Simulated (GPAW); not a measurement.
GaB:

```
Ga B
1.0
     2.71824    0.00000    0.00000
     0.00000    2.71824    0.00000
     0.00000    0.00000    3.23621
Ga B
1 1
Direct
  0.50000 0.50000 0.50000
  0.00000 0.00000 0.00000
```

The cell was built by a generator and needn't be a form met in nature.

Base run:

- Program: GPAW 26.7.0
- Functional: RPBE
- Potentials or basis: the program's PAW data sets (release 1.2.1) made for this functional
- Cutoff: 800 eV
- Basis: pw
- k mesh: 10 × 10 × 8
- Occupations: fermi-dirac, width 0.05 eV
- Spin: no spin polarisation

Its results: pressure 3.4 GPa.

**Question.** The run is repeated on the same cell with these changes: functional from RPBE to LDA. What comes out?

**Answer.** Pressure -5.9 GPa.

LDA binds more tightly than RPBE, so the same cell stands under less pressure.

Not every run made on this cell is shown here.
